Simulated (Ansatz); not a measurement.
# CH₆B₂ClGa: how energies converge with the basis set

Aim: see how fast density functionals converge with the basis set for CH₆B₂ClGa.

Program: Ansatz 0.2.0, Gaussian basis. Level of theory: one geometry, several basis sets. These are calculated values, not measurements.

The runs, in order: PBE0-D4/def2-SVP; ωB97M-V/def2-SVP; PBE0-D4/def2-QZVPP; ωB97M-V/def2-QZVPP; the functionals' def2-TZVPP values are taken from earlier runs.

### Step 1. The geometry

All runs share one geometry, relaxed beforehand with PBE0-D4 in a triple-zeta def2 set.

11 atoms, charge 0, spin multiplicity 1.

Atoms are counted from 1 here; the program's logs count them from 0.

Bond lengths: B1–B2 1.543 Å, B1–Ga4 2.129 Å, B1–H6 1.218 Å, B1–H7 1.198 Å, B2–C3 1.516 Å, C3–H8 1.096 Å, C3–H9 1.096 Å, C3–H10 1.092 Å, Ga4–Cl5 2.186 Å, Ga4–H11 1.567 Å. Angles: B2–B1–Ga4 86.6°, B2–B1–H6 114.4°, B2–B1–H7 124.5°, Ga4–B1–H6 88.4°, Ga4–B1–H7 106.3°, H6–B1–H7 119.6°, B1–B2–C3 175.6°, B2–C3–H8 110.1°, B2–C3–H9 109.3°, B2–C3–H10 112.6°, H8–C3–H9 106.9°, H8–C3–H10 108.5°, H9–C3–H10 109.3°, B1–Ga4–Cl5 120.7°, B1–Ga4–H11 126.6°, Cl5–Ga4–H11 111.5°.

Geometry (Å):

```xyz
11
CH6B2ClGa
B     0.4881    1.3183   -0.6322
B     0.6600    0.2361    0.4540
C     0.7362   -0.8821    1.4752
Ga   -1.0407    0.0799   -1.4452
Cl   -2.5705   -0.7980   -0.1540
H    -0.3652    2.1501   -0.3817
H     1.2676    1.5179   -1.5200
H     1.2030   -1.7680    1.0289
H    -0.2786   -1.1717    1.7710
H     1.3053   -0.6003    2.3640
H    -1.4053   -0.0821   -2.9600
```

### Step 2. PBE0-D4 in def2-SVP

in.yaml

```yaml
crystal:
  periodic: [false, false, false]
  atoms:
    - {symbol: B, position_ang: [0.488125, 1.318328, -0.632235]}
    - {symbol: B, position_ang: [0.660001, 0.236062, 0.454024]}
    - {symbol: C, position_ang: [0.736186, -0.882069, 1.475233]}
    - {symbol: Ga, position_ang: [-1.040661, 0.079862, -1.445164]}
    - {symbol: Cl, position_ang: [-2.570502, -0.798004, -0.154001]}
    - {symbol: H, position_ang: [-0.365189, 2.150063, -0.381726]}
    - {symbol: H, position_ang: [1.267564, 1.517852, -1.520013]}
    - {symbol: H, position_ang: [1.203016, -1.767963, 1.028928]}
    - {symbol: H, position_ang: [-0.278619, -1.171699, 1.770983]}
    - {symbol: H, position_ang: [1.305335, -0.600300, 2.364005]}
    - {symbol: H, position_ang: [-1.405256, -0.082132, -2.960044]}
basis:
  gaussian: {orbitals: def2-SVP}
hamiltonian: {xc: pbe0, dispersion: d4}
output: {orbitals: {seedname: orbitals}}
```

The run is started by

```
> ansatz run in.yaml --threads 4 --pin off --events-out ev --progress --plain --max-ram 10444MiB
```

The runs that follow: ωB97M-V in def2-SVP; PBE0-D4 in def2-QZVPP; ωB97M-V in def2-QZVPP.

Before running them: what should the planned runs give, taken together? Wanted: PBE0-D4: double and triple zeta above quadruple; ωB97M-V: double and triple zeta above quadruple.

As calculated:

| quantity | value |
| --- | --- |
| PBE0-D4: double and triple zeta above quadruple | 15.40, 1.69 eV |
| ωB97M-V: double and triple zeta above quadruple | 15.47, 1.63 eV |

In words: PBE0-D4 gains 13.71 eV from double to triple zeta, then 1.69 eV more. These are total energies; as a rule much of such shifts cancels in differences, which this series doesn't test.
